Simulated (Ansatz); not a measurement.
Consider an atomisation energy of FH5NSi2, SMILES N[Si](F)[SiH3] (Ansatz's Python interface).

`tae_fh5nsi2.py`:
```python
from collections import Counter

import ansatz as az
from ase import Atoms


def single_point(molecule, charge=0, unpaired=0):
    calc = (
        molecule.calculation()
        .basis(gaussian="cc-pVTZ")
        .functional("PBE0")
        .scf(lower_state_search="off")
    )
    if charge:
        calc = calc.charge(charge)
    if unpaired:
        calc = calc.spin("collinear", total=unpaired)
    return calc.run(threads=1).report["free_energy_ev"]

atoms = Atoms(["N", "Si", "F", "Si", "H", "H", "H", "H", "H"], positions=[
    [-1.0584, 1.3949, -0.515],
    [-0.8395, -0.2492, -0.4895],
    [-0.4443, -0.5952, -2.0082],
    [0.8744, -0.9211, 1.008],
    [-1.763, 1.6325, -1.2959],
    [-0.2442, 1.9157, -0.8157],
    [1.0491, -2.3982, 0.9127],
    [2.1256, -0.2144, 0.7355],
    [0.3888, -0.6114, 2.451],
])
system = az.Crystal.molecule_from_ase(atoms)

unpaired = {"N": 3, "Si": 2, "F": 1, "H": 1}
counts = Counter(site.symbol for site in system.cartesian_sites)
atom_energy = {s: single_point(az.Crystal.molecule().atom(s, (0, 0, 0)), 0, unpaired[s]) for s in counts}
whole = single_point(system, 0, 1)
for s, e in atom_energy.items():
    print(f"{s:2s} x{counts[s]}  {e:14.5f} eV")
print(f"FH5NSi2: {whole:.5f} eV")
split = sum(counts[s] * e for s, e in atom_energy.items()) - whole
print(f"atomisation energy (no zero-point term): {96.485332 * split:.1f} kJ/mol, {split / sum(counts.values()):.3f} eV an atom")
```

What does it cost to take this molecule apart into atoms?

2802.3 kJ/mol from the electronic energies, without the zero-point term.

The run itself:

```console
$ python tae_fh5nsi2.py
N  x1     -1484.15257 eV
Si x2     -7871.00267 eV
F  x1     -2712.13275 eV
H  x5       -13.63395 eV
FH5NSi2: -20035.50382 eV
atomisation energy (no zero-point term): 2802.3 kJ/mol, 3.227 eV an atom
```

Notes:
- These settings explore the input space; basis and method may be short of convergence.
- The geometry is a force-field or estimated start, not a minimum of this method, and the basis set is short of its limit. All parts are taken at fixed geometry, without zero-point energy.
- The species is open-shell (spin multiplicity 2).
- For Al to Cl the sets with a tight d function, cc-pV(X+d)Z, are usual.
- Wall time of the script: 11 s on 1 thread of Arm Neoverse V2, on a shared host, peak memory 0.54 GiB.

(Lines on the test bed's own set-up are left out of the output.)
